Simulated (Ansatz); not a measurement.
# CH6AlNO2Si: the cost of one run

Method: RKS PBE-D4/6-31G*, in Ansatz 0.2.0.

**1. The system as given**

Bond lengths: O1–Al2 1.831 Å, Al2–N3 1.926 Å, N3–C4 1.507 Å, C4–O5 1.410 Å, Al2–Si6 2.236 Å, O5–Si6 1.745 Å, O1–H7 0.991 Å, N3–H8 0.982 Å, C4–H9 1.127 Å, C4–H10 1.043 Å, Si6–H11 1.452 Å, Si6–H12 1.488 Å. Angles (14 of 20 angles, heavy atoms first): O1–Al2–N3 122.1°, O1–Al2–Si6 119.8°, N3–Al2–Si6 90.7°, Al2–N3–C4 103.3°, N3–C4–O5 112.8°, C4–O5–Si6 105.6°, Al2–Si6–O5 95.2°, Al2–O1–H7 106.2°, Al2–N3–H8 105.3°, C4–N3–H8 111.8°, N3–C4–H9 101.3°, N3–C4–H10 112.2°, O5–C4–H9 105.4°, O5–C4–H10 115.0°.

As a file:

```xyz
12

O     0.9286    2.3029    1.4075
Al   -0.1301    0.8270    1.1799
N    -1.3464    0.6590   -0.3038
C    -0.6434   -0.3102   -1.2196
O    -0.3377   -1.5336   -0.5884
Si    0.8026   -1.1402    0.6723
H     1.4114    2.4325    0.5515
H    -2.1658    0.2726    0.0759
H    -1.4619   -0.5507   -1.9563
H     0.1513    0.1332   -1.7287
H     2.1543   -1.0290    0.1542
H     0.7141   -2.1187    1.7894
```

**2. Relaxing end A**

input.yaml reads:

```yaml
crystal:
  periodic: [false, false, false]
  atoms:
    - { symbol: O, position_ang: [0.9286, 2.3029, 1.4075] }
    - { symbol: Al, position_ang: [-0.1301, 0.827, 1.1799] }
    - { symbol: "N", position_ang: [-1.3464, 0.659, -0.3038] }
    - { symbol: C, position_ang: [-0.6434, -0.3102, -1.2196] }
    - { symbol: O, position_ang: [-0.3377, -1.5336, -0.5884] }
    - { symbol: Si, position_ang: [0.8026, -1.1402, 0.6723] }
    - { symbol: H, position_ang: [1.4114, 2.4325, 0.5515] }
    - { symbol: H, position_ang: [-2.1658, 0.2726, 0.0759] }
    - { symbol: H, position_ang: [-1.4619, -0.5507, -1.9563] }
    - { symbol: H, position_ang: [0.1513, 0.1332, -1.7287] }
    - { symbol: H, position_ang: [2.1543, -1.029, 0.1542] }
    - { symbol: H, position_ang: [0.7141, -2.1187, 1.7894] }
basis:
  gaussian: { orbitals: "6-31G*" }
hamiltonian:
  xc: pbe
  dispersion: d4
relax:
  f_tol: 0.02
  max_steps: 50
```

Started as:

```
$ ansatz run input.yaml --threads 2 --pin off --max-ram 3072MiB --backend cpu --events-out ev --progress --plain --runs-dir out
```

What time and memory should one allow on 2 threads of Intel Xeon Platinum 8259CL at 2.50GHz (Skylake/Cascade Lake), shared host?

About 85 s, with a peak of 0.21 GiB.
